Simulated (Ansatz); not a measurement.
# C2H7NSeSn: inversion of the pyramid at N1

How high is the barrier for the inversion of the pyramid at N1? Relax the two ends, then run a nudged elastic band between them. SMILES of the start: [NH2][SnH]1[CH2][Se][CH2]1.

All numbers below are computed with Ansatz 0.2.0 (RKS PBE-D4/def2-SVP).

### Step 1. The structure to begin with

Bond lengths: N1–Sn2 2.001 Å, Sn2–C3 2.109 Å, C3–Se4 1.951 Å, Sn2–C5 2.145 Å, Se4–C5 2.025 Å, N1–H6 1.063 Å, N1–H7 1.088 Å, Sn2–H8 1.736 Å, C3–H9 1.142 Å, C3–H10 1.152 Å, C5–H11 1.108 Å, C5–H12 1.085 Å. Angles (14 of 22 angles, heavy atoms first): N1–Sn2–C3 111.4°, N1–Sn2–C5 112.7°, C3–Sn2–C5 75.1°, Sn2–C3–Se4 103.6°, C3–Se4–C5 81.4°, Sn2–C5–Se4 99.9°, N1–Sn2–H8 117.7°, C3–Sn2–H8 116.2°, C5–Sn2–H8 116.5°, Sn2–N1–H6 109.7°, Sn2–N1–H7 107.4°, Sn2–C3–H9 112.3°, Sn2–C3–H10 110.9°, Se4–C3–H9 113.2°.

Coordinates:

```xyz
12

N    -1.7053    0.5098    1.3435
Sn   -0.2036   -0.6138    0.6457
C     1.5199    0.5461    0.2843
Se    1.6603    0.5671   -1.6614
C    -0.0325   -0.5304   -1.4907
H    -2.6361    0.0835    1.0559
H    -1.6939    1.4473    0.7908
H     0.0564   -2.1631    1.3837
H     1.4445    1.5898    0.7412
H     2.4547    0.0417    0.7301
H    -0.9183   -0.0068   -1.9003
H     0.1308   -1.5263   -1.8886
```

### Step 2. End point A

The input, input.yaml:

```yaml
crystal:
  periodic: [false, false, false]
  atoms:
    - { symbol: "N", position_ang: [-1.7053, 0.5098, 1.3435] }
    - { symbol: Sn, position_ang: [-0.2036, -0.6138, 0.6457] }
    - { symbol: C, position_ang: [1.5199, 0.5461, 0.2843] }
    - { symbol: Se, position_ang: [1.6603, 0.5671, -1.6614] }
    - { symbol: C, position_ang: [-0.0325, -0.5304, -1.4907] }
    - { symbol: H, position_ang: [-2.6361, 0.0835, 1.0559] }
    - { symbol: H, position_ang: [-1.6939, 1.4473, 0.7908] }
    - { symbol: H, position_ang: [0.0564, -2.1631, 1.3837] }
    - { symbol: H, position_ang: [1.4445, 1.5898, 0.7412] }
    - { symbol: H, position_ang: [2.4547, 0.0417, 0.7301] }
    - { symbol: H, position_ang: [-0.9183, -0.0068, -1.9003] }
    - { symbol: H, position_ang: [0.1308, -1.5263, -1.8886] }
basis:
  gaussian: { orbitals: def2-SVP }
hamiltonian:
  xc: pbe
  dispersion: d4
relax:
  f_tol: 0.015
  max_steps: 40
```

Started as:

```
$ ansatz run input.yaml --threads 2 --pin off --max-ram 3072MiB --backend cpu --events-out ev --progress --plain --runs-dir out
```

Standard output, cut to the lines that bear on the results:

```text
Warning: RAYON_NUM_THREADS=2 ignored (pool sized by the plan → 2); use --threads N
[...]
Functional definition: PBE
[...]
1531 factors; their error is unknown
[...]
mean field -74832.04882783 eV, -2750.0270714382 hartree, gradient 2.7e-5 eV, S^2 0.000000; 0 other end points of the search recorded, 0 dependent functions left out
[...]
reference -74832.04886905 eV, -2750.0270729530 hartree; 41, 41 occupied and 94, 94 virtual orbitals, 1531 factors
relax step   1: F+E_penalty+E_count = -74832.38084497 eV  Δ(F+E_penalty+E_count) = +0.000e0 eV  max|allowed force component| = 2.749e0 eV/Å  Δτ_max = 0.0000 Å  (31 SCF iters, accepted)
[...]
relax step   3: F+E_penalty+E_count = -74833.10481115 eV  Δ(F+E_penalty+E_count) = -7.042e-2 eV  max|allowed force component| = 3.034e-1 eV/Å  Δτ_max = 0.1255 Å  (30 SCF iters, accepted)
[...]
relax step   5: F+E_penalty+E_count = -74833.12355266 eV  Δ(F+E_penalty+E_count) = -1.874e-2 eV  max|allowed force component| = 1.109e-1 eV/Å  Δτ_max = 0.0974 Å  (30 SCF iters, accepted)
[...]
relax step   7: F+E_penalty+E_count = -74833.12583783 eV  Δ(F+E_penalty+E_count) = +2.664e-3 eV  max|allowed force component| = 1.772e-1 eV/Å  Δτ_max = 0.1500 Å  (30 SCF iters, rejected (line search))
[...]
relax step   9: F+E_penalty+E_count = -74833.13023036 eV  Δ(F+E_penalty+E_count) = -4.011e-5 eV  max|allowed force component| = 5.109e-2 eV/Å  Δτ_max = 0.0322 Å  (30 SCF iters, accepted)
[...]
1531 factors; their error is unknown
[...]
mean field -74832.80807483 eV, -2750.0549732508 hartree, gradient 2.3e-5 eV, S^2 0.000000; 1 other end points of the search recorded, 0 dependent functions left out
[...]
reference -74832.80811716 eV, -2750.0549748066 hartree; 41, 41 occupied and 94, 94 virtual orbitals, 1531 factors
Total energy: -74833.13033776 eV, -2750.0668161951 hartree
Atom 0 at    -1.703879     0.557721     1.408500 Å, force     0.006113    -0.003248     0.001783 eV/Å
Atom 1 at    -0.210069    -0.573979     0.539619 Å, force    -0.009799    -0.004725     0.008975 eV/Å
Atom 2 at     1.633929     0.597307     0.374964 Å, force    -0.006096    -0.007241    -0.006330 eV/Å
Atom 3 at     1.636649     0.514060    -1.614461 Å, force     0.013886     0.007574    -0.014224 eV/Å
Atom 4 at    -0.008977    -0.599832    -1.662062 Å, force     0.005174     0.006699     0.011673 eV/Å
Atom 5 at    -2.595369     0.048978     1.477343 Å, force     0.000131     0.001182    -0.004422 eV/Å
Atom 6 at    -1.892333     1.417714     0.876228 Å, force    -0.004880     0.000699    -0.000140 eV/Å
Atom 7 at    -0.211120    -2.083341     1.393402 Å, force     0.001124    -0.000651     0.000877 eV/Å
Atom 8 at     1.541622     1.637007     0.746209 Å, force    -0.002888    -0.001173    -0.002627 eV/Å
Atom 9 at     2.536785     0.125411     0.809327 Å, force    -0.001407    -0.000384    -0.000739 eV/Å
Atom 10 at    -0.829908    -0.097800    -2.210977 Å, force     0.000312     0.002294     0.000870 eV/Å
Atom 11 at     0.179571    -1.598347    -2.103891 Å, force    -0.001669    -0.001026     0.004303 eV/Å
Dipole moment:    -0.377389    -0.124832     0.064562 e Å
```

It took 33 s on 2 threads of Arm Neoverse V2, shared host; peak memory 0.2 GiB.

The steps of the relaxation:

```
step  energy from step 1 (eV)  largest force component (eV/Å)
   1                   0.0000                          2.7494
   2                  -0.6535                          0.5675
   3                  -0.7240                          0.3034
  4x                  -0.7055                          0.4450
   5                  -0.7427                          0.1109
   6                  -0.7477                          0.0542
  7x                  -0.7450                          0.1772
   8                  -0.7493                          0.0089
   9                  -0.7494                          0.0511
  10                  -0.7494                          0.0142
```

Step 1 is the start. 2 steps were tried and not accepted (marked x).

After: Bond lengths: N1–Sn2 2.066 Å, Sn2–C3 2.191 Å, C3–Se4 1.991 Å, Sn2–C5 2.211 Å, Se4–C5 1.988 Å, N1–H6 1.029 Å, N1–H7 1.029 Å, Sn2–H8 1.734 Å, C3–H9 1.108 Å, C3–H10 1.107 Å, C5–H11 1.108 Å, C5–H12 1.108 Å. Angles (14 of 22 angles, heavy atoms first): N1–Sn2–C3 110.3°, N1–Sn2–C5 119.4°, C3–Sn2–C5 81.7°, Sn2–C3–Se4 93.1°, C3–Se4–C5 92.6°, Sn2–C5–Se4 92.6°, N1–Sn2–H8 105.6°, C3–Sn2–H8 120.2°, C5–Sn2–H8 118.7°, Sn2–N1–H6 112.6°, Sn2–N1–H7 111.9°, Sn2–C3–H9 114.0°, Sn2–C3–H10 115.4°, Se4–C3–H9 112.0°.

Pairs that crossed the distance rule for bonds on the way: came closer Sn2–Se4.

### Step 3. End point B

The second end starts from a geometry with the move made by hand.

Edit input.yaml of step 2 so:

```diff
@@ -8,4 +8,4 @@
     - { symbol: C, position_ang: [-0.0325, -0.5304, -1.4907] }
-    - { symbol: H, position_ang: [-2.6361, 0.0835, 1.0559] }
-    - { symbol: H, position_ang: [-1.6939, 1.4473, 0.7908] }
+    - { symbol: H, position_ang: [-2.25314, -0.03641, 2.07313] }
+    - { symbol: H, position_ang: [-1.26458, 1.31287, 1.93117] }
     - { symbol: H, position_ang: [0.0564, -2.1631, 1.3837] }
@@ -23 +23,3 @@
   max_steps: 40
+output:
+  orbitals: {}
```

Started as:

```
$ ansatz run input.yaml --threads 2 --pin off --max-ram 3072MiB --backend cpu --events-out ev --progress --plain --runs-dir out
```

Standard output, cut to the lines that bear on the results:

```text
Warning: RAYON_NUM_THREADS=2 ignored (pool sized by the plan → 2); use --threads N
[...]
Functional definition: PBE
[...]
1531 factors; their error is unknown
[...]
mean field -74832.07257686 eV, -2750.0279441990 hartree, gradient 6.3e-5 eV, S^2 0.000000; 0 other end points of the search recorded, 0 dependent functions left out
[...]
reference -74832.07261816 eV, -2750.0279457169 hartree; 41, 41 occupied and 94, 94 virtual orbitals, 1531 factors
relax step   1: F+E_penalty+E_count = -74832.40252035 eV  Δ(F+E_penalty+E_count) = +0.000e0 eV  max|allowed force component| = 2.798e0 eV/Å  Δτ_max = 0.0000 Å  (31 SCF iters, accepted)
[...]
relax step   4: F+E_penalty+E_count = -74833.06894972 eV  Δ(F+E_penalty+E_count) = +8.661e-3 eV  max|allowed force component| = 5.677e-1 eV/Å  Δτ_max = 0.1040 Å  (30 SCF iters, rejected (line search))
[...]
Atom 2 at     1.727607     0.545707     0.428915 Å, force     0.000089     0.000543    -0.001083 eV/Å
Atom 3 at     1.611752     0.511881    -1.555309 Å, force     0.001379    -0.001644    -0.000158 eV/Å
Atom 4 at    -0.110755    -0.486695    -1.525317 Å, force     0.000604    -0.000521     0.002371 eV/Å
Atom 5 at    -1.837045     0.184201     2.486576 Å, force    -0.001494     0.000963    -0.003328 eV/Å
Atom 6 at    -1.886834     1.235458     1.213895 Å, force     0.003119    -0.003277    -0.001245 eV/Å
Atom 7 at    -0.009698    -2.200302     1.405699 Å, force    -0.001195     0.001547     0.000735 eV/Å
Atom 8 at     1.666533     1.577909     0.826816 Å, force    -0.000623    -0.000252     0.002272 eV/Å
Atom 9 at     2.651048     0.057674     0.798587 Å, force    -0.000114    -0.002069    -0.002989 eV/Å
Atom 10 at    -0.945014     0.113856    -1.938591 Å, force    -0.000781    -0.001296     0.003682 eV/Å
Atom 11 at    -0.039597    -1.448615    -2.069252 Å, force     0.002515    -0.000227    -0.003530 eV/Å
Dipole moment:    -0.103915     0.051789     0.398487 e Å
```

Run time: 42 s. Hardware: 2 threads of Arm Neoverse V2, shared host; peak memory 0.2 GiB.

The steps of the relaxation:

```
step  energy from step 1 (eV)  largest force component (eV/Å)
   1                   0.0000                          2.7975
   2                  -0.6246                          0.8272
   3                  -0.6751                          0.3439
  4x                  -0.6664                          0.5677
   5                  -0.6862                          0.0701
   6                  -0.6912                          0.1146
   7                  -0.6914                          0.6219
   8                  -0.7091                          0.1431
   9                  -0.7209                          0.0978
  10                  -0.7249                          0.1930
  11                  -0.7271                          0.0761
  12                  -0.7278                          0.0319
  13                  -0.7279                          0.0080
```

Step 1 is the start. 1 step was tried and not accepted (marked x).

After: Bond lengths: N1–Sn2 2.066 Å, Sn2–C3 2.211 Å, C3–Se4 1.988 Å, Sn2–C5 2.191 Å, Se4–C5 1.991 Å, N1–H6 1.029 Å, N1–H7 1.029 Å, Sn2–H8 1.733 Å, C3–H9 1.108 Å, C3–H10 1.108 Å, C5–H11 1.108 Å, C5–H12 1.107 Å. Angles (14 of 22 angles, heavy atoms first): N1–Sn2–C3 119.9°, N1–Sn2–C5 111.2°, C3–Sn2–C5 81.6°, Sn2–C3–Se4 92.7°, C3–Se4–C5 92.5°, Sn2–C5–Se4 93.2°, N1–Sn2–H8 105.7°, C3–Sn2–H8 118.2°, C5–Sn2–H8 119.4°, Sn2–N1–H6 112.4°, Sn2–N1–H7 112.1°, Sn2–C3–H9 114.6°, Sn2–C3–H10 115.3°, Se4–C3–H9 111.8°.

Pairs that crossed the distance rule for bonds on the way: came closer Sn2–Se4.

### Step 4. Nudged elastic band

crystal.atoms is end A as relaxed above, and neb.final_atoms is end B, turned to lie on A. With 5 inner images the band has 7 in all.

The input, input.yaml:

```yaml
crystal:
  periodic: [false, false, false]
  atoms:
    - { symbol: "N", position_ang: [-1.703879, 0.557721, 1.4085] }
    - { symbol: Sn, position_ang: [-0.210069, -0.573979, 0.539619] }
    - { symbol: C, position_ang: [1.633929, 0.597307, 0.374964] }
    - { symbol: Se, position_ang: [1.636649, 0.51406, -1.614461] }
    - { symbol: C, position_ang: [-0.008977, -0.599832, -1.662062] }
    - { symbol: H, position_ang: [-2.595369, 0.048978, 1.477343] }
    - { symbol: H, position_ang: [-1.892333, 1.417714, 0.876228] }
    - { symbol: H, position_ang: [-0.21112, -2.083341, 1.393402] }
    - { symbol: H, position_ang: [1.541622, 1.637007, 0.746209] }
    - { symbol: H, position_ang: [2.536785, 0.125411, 0.809327] }
    - { symbol: H, position_ang: [-0.829908, -0.0978, -2.210977] }
    - { symbol: H, position_ang: [0.179571, -1.598347, -2.103891] }
basis:
  gaussian: { orbitals: def2-SVP }
hamiltonian:
  xc: pbe
  dispersion: d4
neb:
  order_check: false
  images: 5
  f_tol: 0.05
  max_iterations: 60
  initial_path: idpp
  final_atoms:
    - { symbol: "N", position_ang: [-2.01466198, 0.32876952, 1.03815497] }
    - { symbol: Sn, position_ang: [-0.24524614, -0.58790933, 0.49326988] }
    - { symbol: C, position_ang: [1.62187585, 0.59185046, 0.39764661] }
    - { symbol: Se, position_ang: [1.7316123, 0.43127876, -1.58070779] }
    - { symbol: C, position_ang: [0.01589212, -0.57425702, -1.68212767] }
    - { symbol: H, position_ang: [-2.15333728, 0.3392656, 2.05757609] }
    - { symbol: H, position_ang: [-2.05760933, 1.30719335, 0.72292663] }
    - { symbol: H, position_ang: [-0.21744577, -2.09748468, 1.34489185] }
    - { symbol: H, position_ang: [1.51704387, 1.64684262, 0.71935766] }
    - { symbol: H, position_ang: [2.49702524, 0.13414857, 0.89984119] }
    - { symbol: H, position_ang: [-0.76560555, -0.00647279, -2.2246472] }
    - { symbol: H, position_ang: [0.14735768, -1.56832606, -2.15198123] }
```

Started as:

```
$ ansatz run input.yaml --threads 2 --pin off --max-ram 3072MiB --backend cpu --events-out ev --progress --plain --runs-dir out
```

Standard output, cut to the lines that bear on the results:

```text
Warning: RAYON_NUM_THREADS=2 ignored (pool sized by the plan → 2); use --threads N
[...]
Functional definition: PBE
[...]
1531 factors; their error is unknown
[...]
mean field -74832.80807487 eV, -2750.0549732524 hartree, gradient 2.1e-5 eV, S^2 0.000000; 0 other end points of the search recorded, 0 dependent functions left out
[...]
reference -74832.80811771 eV, -2750.0549748267 hartree; 41, 41 occupied and 94, 94 virtual orbitals, 1531 factors
1531 factors; their error is unknown
[...]
mean field -74832.80906064 eV, -2750.0550094787 hartree, gradient 2.2e-5 eV, S^2 0.000000; 0 other end points of the search recorded, 0 dependent functions left out
[...]
reference -74832.80910305 eV, -2750.0550110371 hartree; 41, 41 occupied and 94, 94 virtual orbitals, 1531 factors
NEB end point (image 0): max|allowed force component| = 1.421e-2 eV/Å (the criterion of neb.relax_end_points is 1.000e-2)
[...]
reference -74832.72927791 eV, -2750.0520775174 hartree; 41, 41 occupied and 94, 94 virtual orbitals, 1531 factors
1531 factors; their error is unknown
[...]
mean field -74832.78193874 eV, -2750.0540127672 hartree, gradient 1.7e-5 eV, S^2 0.000000; 0 other end points of the search recorded, 0 dependent functions left out
[...]
reference -74832.78198118 eV, -2750.0540143268 hartree; 41, 41 occupied and 94, 94 virtual orbitals, 1531 factors
NEB iter   1: max|band force component| = 9.491e-1 eV/Å  barrier→ = 0.0978 eV  barrier← = 0.0980 eV  Δτ_max = 0.0791 Å  (210 SCF iters)
[...]
NEB iter   2: max|band force component| = 2.603e-1 eV/Å  barrier→ = 0.0724 eV  barrier← = 0.0725 eV  CI = image 3  Δτ_max = 0.0700 Å  (149 SCF iters)
[...]
NEB iter   3: max|band force component| = 3.488e-1 eV/Å  barrier→ = 0.0702 eV  barrier← = 0.0704 eV  CI = image 3  Δτ_max = 0.0357 Å  (152 SCF iters)
[...]
1531 factors; their error is unknown
mean field -74832.80568008 eV, -2750.0548852456 hartree, gradient 8.7e-6 eV, S^2 0.000000; 0 other end points of the search recorded, 0 dependent functions left out
```

### Step 5. More of the same log: band between the two ends

The log, continued, cut to the lines that bear on the results:

```text
[...]
reference -74832.80572296 eV, -2750.0548868211 hartree; 41, 41 occupied and 94, 94 virtual orbitals, 1531 factors
[...]
1531 factors; their error is unknown
mean field -74832.77975082 eV, -2750.0539323628 hartree, gradient 2.2e-5 eV, S^2 0.000000; 0 other end points of the search recorded, 0 dependent functions left out
[...]
reference -74832.77979337 eV, -2750.0539339265 hartree; 41, 41 occupied and 94, 94 virtual orbitals, 1531 factors
[...]
1531 factors; their error is unknown
[...]
mean field -74832.74120970 eV, -2750.0525160027 hartree, gradient 2.1e-5 eV, S^2 0.000000; 0 other end points of the search recorded, 0 dependent functions left out
[...]
reference -74832.74125224 eV, -2750.0525175659 hartree; 41, 41 occupied and 94, 94 virtual orbitals, 1531 factors
[...]
1531 factors; their error is unknown
[...]
Atom 3 at     1.795680     0.528482    -1.503666 Å, force     0.004913    -0.011919     0.003152 eV/Å
Atom 4 at     0.134500    -0.547507    -1.694660 Å, force    -0.005632    -0.000958     0.003131 eV/Å
Atom 5 at    -2.562821     0.034058     1.738592 Å, force    -0.005859     0.009531    -0.001434 eV/Å
Atom 6 at    -2.135723     1.351449     0.746216 Å, force    -0.005184     0.006183     0.000090 eV/Å
Atom 7 at    -0.298956    -2.096101     1.323268 Å, force     0.004174     0.000197    -0.002878 eV/Å
Atom 8 at     1.485579     1.644289     0.839144 Å, force     0.001180     0.001012    -0.000462 eV/Å
Atom 9 at     2.479986     0.137680     0.989858 Å, force     0.004567     0.004597    -0.004734 eV/Å
Atom 10 at    -0.642499    -0.010933    -2.274367 Å, force     0.000573     0.000176    -0.001207 eV/Å
Atom 11 at     0.328814    -1.535471    -2.157136 Å, force     0.004057     0.003858    -0.005831 eV/Å
Dipole moment:    -0.373882    -0.059370     0.286877 e Å
this run last wrote the band of iteration 6 to <dir>
```

It took 97 s on 2 threads of Arm Neoverse V2, shared host; peak memory 0.2 GiB.

### Step 6. Images and barrier

The 5 inner images lie between the fixed ends 0 and 6. Energy is taken from image 0, and the path length is the program's own coordinate along the band.

```
image  path (Å)  energy (eV)  sum of angles at N1 (°)  band force (eV/Å)
    0     0.000       0.0000                    331.3                  -
    1     0.230       0.0026                    332.5              0.027
    2     0.459       0.0268                    347.6              0.018
   3*     0.689       0.0663                    360.0              0.020
    4     0.907       0.0295                    348.8              0.006
    5     1.126       0.0028                    333.0              0.013
    6     1.344      -0.0002                    331.3                  -
```

The star marks the climbing image.

image, energy (eV) and a bar:
```
        0      0.000 
        1      0.003 #
        2      0.027 ############
        3      0.066 ##############################
        4      0.029 #############
        5      0.003 #
        6      0.000
```

The top of the band by iteration:

```
iteration  highest image above image 0 (eV)  largest band force (eV/Å)
        1                            0.0978                      0.949
        2                            0.0724                      0.260
        3                            0.0702                      0.349
        4                            0.0666                      0.107
        5                            0.0664                      0.059
        6                            0.0663                      0.027
```

The band as a trajectory file:

```xyz
12
image=0 dE=0.0000
N    -1.704    0.558    1.409
Sn   -0.210   -0.574    0.540
C     1.634    0.597    0.375
Se    1.637    0.514   -1.614
C    -0.009   -0.600   -1.662
H    -2.595    0.049    1.477
H    -1.892    1.418    0.876
H    -0.211   -2.083    1.393
H     1.542    1.637    0.746
H     2.537    0.125    0.809
H    -0.830   -0.098   -2.211
H     0.180   -1.598   -2.104
12
image=1 dE=0.0026
N    -1.735    0.563    1.365
Sn   -0.224   -0.561    0.520
C     1.637    0.591    0.409
Se    1.704    0.507   -1.578
C     0.035   -0.569   -1.675
H    -2.578    0.009    1.566
H    -2.028    1.350    0.770
H    -0.244   -2.076    1.365
H     1.539    1.632    0.775
H     2.519    0.112    0.877
H    -0.760   -0.045   -2.242
H     0.210   -1.569   -2.118
12
image=2 dE=0.0268
N    -1.785    0.520    1.254
Sn   -0.237   -0.574    0.487
C     1.624    0.593    0.445
Se    1.765    0.510   -1.538
C     0.095   -0.555   -1.696
H    -2.565    0.019    1.688
H    -2.127    1.329    0.728
H    -0.285   -2.085    1.337
H     1.505    1.634    0.807
H     2.494    0.122    0.943
H    -0.685   -0.019   -2.272
H     0.276   -1.550   -2.150
12
image=3 dE=0.0663
N    -1.891    0.418    1.075
Sn   -0.235   -0.585    0.476
C     1.618    0.606    0.475
Se    1.796    0.528   -1.504
C     0.135   -0.548   -1.695
H    -2.563    0.034    1.739
H    -2.136    1.351    0.746
H    -0.299   -2.096    1.323
H     1.486    1.644    0.839
H     2.480    0.138    0.990
H    -0.642   -0.011   -2.274
H     0.329   -1.535   -2.157
12
image=4 dE=0.0295
N    -2.018    0.331    0.914
Sn   -0.246   -0.585    0.469
C     1.603    0.621    0.510
Se    1.817    0.549   -1.465
C     0.166   -0.538   -1.689
H    -2.522    0.046    1.757
H    -2.112    1.339    0.759
H    -0.302   -2.106    1.301
H     1.464    1.658    0.875
H     2.457    0.151    1.038
H    -0.605   -0.003   -2.278
H     0.377   -1.520   -2.156
12
image=5 dE=0.0028
N    -2.106    0.260    0.834
Sn   -0.270   -0.598    0.444
C     1.564    0.631    0.559
Se    1.844    0.568   -1.409
C     0.200   -0.517   -1.695
H    -2.430    0.092    1.795
H    -2.114    1.278    0.687
H    -0.294   -2.133    1.251
H     1.409    1.666    0.921
H     2.404    0.165    1.111
H    -0.556    0.025   -2.296
H     0.425   -1.492   -2.169
12
image=6 dE=-0.0002
N    -2.096    0.228    0.894
Sn   -0.263   -0.615    0.449
C     1.568    0.620    0.543
Se    1.831    0.546   -1.427
C     0.160   -0.502   -1.698
H    -2.310    0.191    1.900
H    -2.146    1.217    0.616
H    -0.251   -2.158    1.239
H     1.407    1.657    0.897
H     2.418    0.166    1.091
H    -0.597    0.066   -2.275
H     0.357   -1.472   -2.196
```

[end of part 1 of 2]
